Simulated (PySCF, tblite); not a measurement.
# C₇H₁₄BFO: geometry, infrared bands and NMR shifts

Aim: predict the infrared bands and NMR shifts of C₇H₁₄BFO (`B[C@@]1(C)CCC[C@H](CF)O1`).

Computed with tblite 0.8.0 and PySCF 2.14.0, with density-fitted response routines of our own, on a single molecule in the gas phase. Atoms are numbered from 0 throughout.

### 1 Starting geometry

24 atoms, charge 0, multiplicity 1; geometry from: force field or distance geometry start.

Bonds of the start (Å): B0–C1 1.61, C1–C2 1.56, C1–C3 1.56, C3–C4 1.52, C4–C5 1.52, C5–C6 1.54, C6–C7 1.53, C7–F8 1.38, C6–O9 1.42, O9–C1 1.43, B0–H10 1.18, B0–H11 1.18, C2–H12 1.12, C2–H13 1.11, C2–H14 1.10, C3–H15 1.10, C3–H16 1.12, C4–H17 1.10, C4–H18 1.11, C5–H19 1.12, C5–H20 1.11, C6–H21 1.11, C7–H22 1.11, C7–H23 1.11.

### 2 Geometry optimisation with GFN2-xTB

Job settings and geometry (Å):

```
{"job": {"kind": "relax", "xc": "GFN2-xTB", "basis": "xTB"}, "charge": 0, "multiplicity": 1}
B      1.561100    -0.245300    -1.558300
C      1.141600    -0.173900    -0.000600
C      2.363300    -0.706200     0.805600
C      0.858800     1.285100     0.461500
C     -0.484400     1.785300    -0.045500
C     -1.584300     0.778500     0.268400
C     -1.181100    -0.603600    -0.268100
C     -2.252800    -1.633500     0.080600
F     -3.450000    -1.313600    -0.537000
O      0.044900    -1.043300     0.305200
H      1.574700     0.735200    -2.219600
H      1.804100    -1.284800    -2.056500
H      2.120900    -0.709400     1.900100
H      3.255100    -0.065400     0.636100
H      2.595200    -1.737600     0.506900
H      1.667400     1.965200     0.150600
H      0.830300     1.320800     1.585400
H     -0.723700     2.757600     0.421700
H     -0.430000     1.948100    -1.146300
H     -1.722000     0.736000     1.379200
H     -2.532800     1.121700    -0.193700
H     -1.113900    -0.566500    -1.373500
H     -1.934700    -2.632500    -0.269600
H     -2.419600    -1.698100     1.174700
```

On the command line:

```console
$ OMP_NUM_THREADS=1 python probes_run.py task.json out
```

The driver reads the jobs from task.json and runs them one after another.

**Question.** This job is followed by: GFN2-xTB harmonic vibrations, gas phase; GIAO PBE0/pcSseg-1 NMR shielding, non-relativistic, gas phase. Predict these results of the whole session: strongest single infrared mode (GFN2-xTB); zero-point energy (GFN2-xTB); 13C shifts against TMS (PBE0/pcSseg-1); 1H shifts against TMS (PBE0/pcSseg-1, means over atoms taken as alike); 11B shifts against BF3·OEt2 (PBE0/pcSseg-1); 19F shifts against CFCl3 (PBE0/pcSseg-1); 17O shifts against H2O (PBE0/pcSseg-1).

As calculated:

```
                                                              quantity                                                                 value
                             strongest single infrared mode (GFN2-xTB)                                                  808 cm⁻¹, 131 km/mol
                                          zero-point energy (GFN2-xTB)                                                        125.4 kcal/mol
                                13C shifts against TMS (PBE0/pcSseg-1)                          89.7, 88.5, 81.8, 43.2, 33.9, 30.1, 17.5 ppm
1H shifts against TMS (PBE0/pcSseg-1, means over atoms taken as alike)  8.27, 4.98, 4.41, 3.72, 2.25, 2.03, 1.90, 1.38, 1.10, 1.10, 0.95 ppm
                           11B shifts against BF3·OEt2 (PBE0/pcSseg-1)                                                              94.6 ppm
                              19F shifts against CFCl3 (PBE0/pcSseg-1)                                                            -264.0 ppm
                                17O shifts against H2O (PBE0/pcSseg-1)                                                              89.3 ppm
```

Relaxing lowered the energy by 0.234 eV in 78 steps; the close pair that moved most is C2–H12, from 1.121 to 1.087 Å. All 66 modes are real, so the xTB geometry is a minimum. The strongest single mode, at 808 cm⁻¹, is spread over several atoms, H10, H11, B0 among them. Unscaled tight-binding wavenumbers are off by several per cent, some by more. Its intensities can rank the bands wrongly. C7 (sp3 CH2 bonded to F) lies farthest downfield among carbon, at 89.7 ppm; deshielded by the electronegative neighbour. At PBE0/pcSseg-1: The widest tensor belongs to B0: span 202 ppm, with a paramagnetic part of -190 ppm.
